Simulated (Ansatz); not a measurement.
**C2H7Ga (SMILES [CH3][GaH][CH3]) at SVWN5/def2-SVP**

Aim: the electronic atomisation energy of C2H7Ga at SVWN5/def2-SVP, from 4 runs. 

The results are computed with Ansatz 0.2.0.

47 further runs of the same task are left out: 1 that didn't finish, 46 set aside as unsound or not needed.

### 1 The structure to begin with

C2H7Ga has 10 atoms, charge 0, and is taken as a singlet. SMILES: `[CH3][GaH][CH3]`. The coordinates come from a PBE0-D4/def2-TZVP relaxation.

Bond lengths: C1–Ga2 1.971 Å, Ga2–C3 1.971 Å, C1–H4 1.096 Å, C1–H5 1.091 Å, C1–H6 1.092 Å, Ga2–H7 1.579 Å, C3–H8 1.096 Å, C3–H9 1.091 Å, C3–H10 1.092 Å. Some angles: C1–Ga2–C3 120.1°, C1–Ga2–H7 120.0°, C3–Ga2–H7 119.9°, Ga2–C1–H4 109.0°, Ga2–C1–H5 112.5°, Ga2–C1–H6 111.5°, Ga2–C3–H8 109.0°, Ga2–C3–H9 112.5°, Ga2–C3–H10 111.5°, H4–C1–H5 107.5°.

### 2 The energy at SVWN5/def2-SVP

molecule.yaml reads:

```yaml
crystal:
  periodic: [false, false, false]
  atoms:
    - {symbol: C, position_ang: [-1.063400, 1.142800, -0.711800]}
    - {symbol: Ga, position_ang: [0.649000, 0.266100, -0.281300]}
    - {symbol: C, position_ang: [0.681500, -1.321500, 0.886900]}
    - {symbol: H, position_ang: [-1.533700, 0.614200, -1.548200]}
    - {symbol: H, position_ang: [-0.935400, 2.183800, -1.011500]}
    - {symbol: H, position_ang: [-1.759700, 1.095200, 0.128600]}
    - {symbol: H, position_ang: [1.997300, 0.836500, -0.872600]}
    - {symbol: H, position_ang: [0.687700, -0.994000, 1.932300]}
    - {symbol: H, position_ang: [1.569300, -1.935900, 0.730500]}
    - {symbol: H, position_ang: [-0.209600, -1.938300, 0.750100]}
basis:
  gaussian: {orbitals: def2-SVP}
hamiltonian: {xc: {name: SVWN5}}
output: {orbitals: {seedname: orbitals}}
accuracy: high
```

Launch:

```sh
ansatz run molecule.yaml --threads 1 --pin off --max-ram 3480MiB --events-out events.jsonl --progress --plain --runs-dir runs
```

Standard output:

```text
Warning: RAYON_NUM_THREADS=1 ignored (pool sized by the plan → 1); use --threads N
Functional definition: SVWN5
  name "SVWN5"
  exchange = slater_x
  correlation = vwn5_c
2192 factors; integrals over basis functions are off by at most 7.9e-9 eV
mean field evaluation 1: about -54437.5904 eV, gradient 8.6e1 eV
mean field evaluation 2: about -54408.9486 eV, gradient 1.3e2 eV
mean field evaluation 4: about -54454.0972 eV, gradient 4.5e0 eV
mean field evaluation 8: about -54454.1523 eV, gradient 6.1e-2 eV
mean field evaluation 16: about -54454.1523 eV, gradient 4.3e-6 eV
mean field -54454.15233831 eV, -2001.1531880828 hartree, gradient 3.1e-8 eV, S^2 0.000000; 0 other end points of the search recorded, 0 dependent functions left out
reference -54454.15234200 eV, -2001.1531882185 hartree; 25, 25 occupied and 70, 70 virtual orbitals, 2192 factors
Total energy: -54454.15234200 eV, -2001.1531882185 hartree
```

Run time: 4.8 s. Hardware: 1 thread of Arm Neoverse V1, shared host; peak memory 0.25 GiB.

### 3 The C atom, same level

input.yaml reads:

```yaml
crystal:
  periodic: [false, false, false]
  atoms:
    - {symbol: C, position_ang: [0.000000, 0.000000, 0.000000]}
basis:
  gaussian:
    orbitals: def2-SVP
magnetization:
  spin_polarized: true
  initial_magnetization: 2
hamiltonian:
  xc: {name: SVWN5}
accuracy: high
```

Run the same way, it converges to -37.42165 Eh (log not shown).

### 4 The Ga atom, same level

in.yaml reads:

```yaml
crystal:
  periodic: [false, false, false]
  atoms:
    - symbol: Ga
      position_ang: [0.000000, 0.000000, 0.000000]
basis:
  gaussian:
    orbitals: def2-SVP
magnetization:
  spin_polarized: true
  initial_magnetization: 1
hamiltonian:
  xc: {name: SVWN5}
accuracy: high
```

Run the same way, it converges to -1921.53312 Eh (log not shown).

### 5 The H atom, same level

run.yaml reads:

```yaml
crystal:
  periodic: [false, false, false]
  atoms:
    - symbol: H
      position_ang: [0.000000, 0.000000, 0.000000]
basis:
  gaussian:
    orbitals: def2-SVP
hamiltonian:
  xc: {name: SVWN5}
magnetization:
  spin_polarized: true
  initial_magnetization: 1
accuracy: high
```

Run the same way, it converges to -0.47747 Eh (log not shown).

### 6 Summary of results

At SVWN5/def2-SVP:

| quantity | value |
| --- | --- |
| molecule: total energy | -2001.15319 Eh |
| molecule: HOMO energy | -6.50 eV |
| molecule: LUMO energy | -1.93 eV |
| molecule: HOMO–LUMO gap | 4.57 eV |
| C atom: total energy | -37.42165 Eh |
| C atom: ⟨S²⟩ | 2.002 |
| Ga atom: total energy | -1921.53312 Eh |
| Ga atom: ⟨S²⟩ | 0.751 |
| H atom: total energy | -0.47747 Eh |
| H atom: ⟨S²⟩ | 0.750 |
| electronic atomisation energy | 39.035 eV |

In words: Taking the molecule apart into free atoms costs 39.03 eV (3766 kJ/mol), before zero-point energy and without spin-orbit coupling.
